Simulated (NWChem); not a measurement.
# SiH2ICl (SMILES Cl[SiH2]I) at 3 levels

Wanted: a comparison of 3 runs (HF/STO-3G, HF/3-21G, CAM-B3LYP/6-311G**) of SiH2ICl. 

The calculation is run with NWChem 7.3.0.

### Step 1. The structure to begin with

SiH2ICl has 5 atoms, charge 0, and is taken as a singlet. As SMILES, `Cl[SiH2]I`. The coordinates come from a PBE0-D4/def2-TZVP relaxation.

Bond lengths: Cl1–Si2 2.044 Å, Si2–I3 2.427 Å, Si2–H4 1.477 Å, Si2–H5 1.477 Å. Angles: Cl1–Si2–I3 110.8°, Cl1–Si2–H4 108.4°, Cl1–Si2–H5 108.4°, I3–Si2–H4 108.5°, I3–Si2–H5 108.5°, H4–Si2–H5 112.2°.

### Step 2. Energy and gradient at HF/STO-3G (run 1)

Contents of sp.nw:

```
start sp
memory total 2200 mb
geometry units angstroms noautosym nocenter noautoz
Cl    -1.726000     0.445100    -0.894600
Si    -0.015200     0.070300     0.158600
I      1.533700    -1.257800    -1.155200
H     -0.371500    -0.691700     1.372400
H      0.629000     1.360400     0.477400
end
basis spherical bse
* library STO-3G
end
scf
singlet
rhf
thresh 1e-08
maxiter 80
end
task scf gradient
```

The run is started by

```bash
nwchem sp.nw > sp.out
```

Standard output:

```text
[...]
  functions       =    47
[...]
  wavefunction    = RHF
[...]
         Total SCF energy =  -7592.133905905058
      One-electron energy = -11241.769970960944
      Two-electron energy =   3262.936763142548
 Nuclear repulsion energy =    386.699301913338
        Time for solution =      3.4s
[...]
                         RHF ENERGY GRADIENTS
    atom               coordinates                        gradient
                 x          y          z           x          y          z
   1 Cl     -3.261667   0.841117  -1.690549    0.019215  -0.004972   0.010076
   2 Si     -0.028724   0.132848   0.299711   -0.025955  -0.004048  -0.038253
   3 I       2.898273  -2.376897  -2.183011   -0.002372   0.002102   0.002163
   4 H      -0.702033  -1.307123   2.593460   -0.005019  -0.016180   0.021570
   5 H       1.188638   2.570783   0.902155    0.014131   0.023098   0.004444
[...]
```

Wall time 6.9 s (1 thread of Intel Xeon Platinum 8488C (Sapphire Rapids), shared host); peak memory 0.096 GiB.

### Step 3. Energy and forces at HF/3-21G (run 2)

Contents of mymol.nw:

```
start mymol
title "ClH2ISi"
memory 2200 mb
charge 0

geometry units angstroms noautosym nocenter noautoz
  Cl    -1.726000     0.445100    -0.894600
  Si    -0.015200     0.070300     0.158600
  I      1.533700    -1.257800    -1.155200
  H     -0.371500    -0.691700     1.372400
  H      0.629000     1.360400     0.477400
end

basis spherical bse
  * library 3-21G
end

scf
  nopen 0
  rhf
  thresh 1e-08
  maxiter 80
  print medium
end

task scf gradient
```

The run is started by

```bash
nwchem mymol.nw > mymol.out
```

Standard output:

```text
[...]
  functions       =    61
[...]
  wavefunction    = RHF
[...]
         Total SCF energy =  -7633.208001620617
      One-electron energy = -11280.811273189645
      Two-electron energy =   3260.903969655691
 Nuclear repulsion energy =    386.699301913338
        Time for solution =      4.6s
[...]
                         RHF ENERGY GRADIENTS
    atom               coordinates                        gradient
                 x          y          z           x          y          z
   1 Cl     -3.261667   0.841117  -1.690549    0.041166  -0.009733   0.023701
   2 Si     -0.028724   0.132848   0.299711   -0.020660  -0.009074  -0.043872
   3 I       2.898273  -2.376897  -2.183011   -0.022215   0.018524   0.017638
   4 H      -0.702033  -1.307123   2.593460   -0.000065  -0.001743   0.002086
   5 H       1.188638   2.570783   0.902155    0.001773   0.002026   0.000446
[...]
```

It took 8.4 s on 1 thread of Intel Xeon Platinum 8488C (Sapphire Rapids), shared host; peak memory 0.094 GiB.

### Step 4. Energy and gradient at CAM-B3LYP/6-311G(d,p) (run 3)

Contents of m1.nw:

```
start m1
title "ClH2ISi"
memory total 2200 mb

geometry noautosym nocenter noautoz
  Cl      -1.726000       0.445100      -0.894600
  Si      -0.015200       0.070300       0.158600
  I        1.533700      -1.257800      -1.155200
  H       -0.371500      -0.691700       1.372400
  H        0.629000       1.360400       0.477400
end

basis spherical bse
  * library 6-311G**
end

dft
  xc xcamb88 1.00 lyp 0.81 vwn_5 0.19 hfexch 1.00
  cam 0.33 cam_alpha 0.19 cam_beta 0.46
  grid fine
  convergence energy 1e-08
  direct
  iterations 100
  mulliken
end

task dft gradient
```

The run is started by

```bash
nwchem m1.nw > m1.out
```

Standard output:

```text
[...]
          Wavefunction type:  closed shell.
          No. of atoms     :     5
          No. of electrons :    86
[...]
          Charge           :     0
          Spin multiplicity:     1
[...]
          AO basis - number of functions:   126
[...]
              XC Information
              --------------
                     Hartree-Fock (Exact) Exchange  1.000
                   CAM-Becke88 Exchange Functional  1.000
                      VWN V Correlation Functional  0.190 local
              Lee-Yang-Parr Correlation Functional  0.810
[...]
 d= 0,ls=0.0,diis     1  -7670.6985945594 -8.06D+03  6.20D-03  7.15D+00     7.8
[...]
 d= 0,ls=0.0,diis     9  -7670.7734487646 -5.00D-09  8.96D-07  2.06D-09    66.2
         Total DFT energy =    -7670.773448764608
      One electron energy =   -11318.198644778193
           Coulomb energy =     3487.492456821031
    Exchange-Corr. energy =     -226.766562720786
 Nuclear repulsion energy =      386.699301913338
[...]
      Total Density - Mulliken Population Analysis
     ---------------------------------------------
    Atom       Charge   Shell Charges
 -----------   ------   -------------------------------------------------------
    1 Cl  17    17.27   0.78  1.19  0.89  1.09  1.01  1.00  7.43 -1.52  1.09  3.01  1.28  0.02
    2 Si  14    13.37   0.79  1.18  0.95  1.04  0.87  0.37  1.98  3.89  0.65  1.39  0.07  0.21
    3 I   53    53.18   0.94  1.00  1.04  0.93  0.92  1.09  0.98  1.07  1.35  0.63  5.02  1.20  3.34  2.37  3.01  2.93  1.15  2.84  1.32  6.22  3.85  4.87  4.83  0.27
    4 H    1     1.09   0.25  0.56  0.26  0.01
    5 H    1     1.09   0.25  0.56  0.26  0.01
[...]
  wavefunction    = closed shell
[...]
                         DFT ENERGY GRADIENTS
    atom               coordinates                        gradient
                 x          y          z           x          y          z
   1 Cl     -3.261667   0.841117  -1.690549    0.004328  -0.001282   0.001895
   2 Si     -0.028724   0.132848   0.299711   -0.001252  -0.002970  -0.008177
   3 I       2.898273  -2.376897  -2.183011   -0.004711   0.003918   0.003714
   4 H      -0.702033  -1.307123   2.593460    0.000031  -0.001445   0.001985
   5 H       1.188638   2.570783   0.902155    0.001603   0.001779   0.000583
[...]
```

Run time: 99 s. Hardware: 1 thread of Intel Xeon Platinum 8488C (Sapphire Rapids), shared host; peak memory 0.13 GiB.

### Step 5. All runs side by side

```csv
run,level,iteration cap,module,energy (Eh),dipole moment (D),HOMO energy (eV),LUMO energy (eV),wall time
1,HF/STO-3G,80,scf,-7592.133906,2.72,-8.02,6.89,6.9 s
2,HF/3-21G,80,scf,-7633.208002,2.38,-10.59,2.14,8.4 s
3,CAM-B3LYP/6-311G**,100,dft,-7670.773449,1.51,-9.29,0.00,99 s
```

### Step 6. Outcome

| quantity | value |
| --- | --- |
| run 3: total energy | -7670.77345 Eh |
| run 3: dipole moment | 1.51 D |
| run 3: HOMO energy | -9.29 eV |
| run 3: LUMO energy | 0.00 eV |
| run 3: HOMO–LUMO gap | 9.29 eV |
| run 3: largest force on an atom | 0.452 eV/Å |

**Reading.** The dipole moment (its size) runs from 1.51 D (CAM-B3LYP/6-311G**) to 2.72 D (HF/STO-3G). The two ends differ in method and basis. The HOMO–LUMO gap runs from 9.29 eV (CAM-B3LYP/6-311G**) to 14.91 eV (HF/STO-3G). In run 1 the basis is minimal, so the values are rough. In runs 1, 2, 3 relativity is left out where basis or elements ask for it. All runs together took 1.9 min, the longest 99 s.
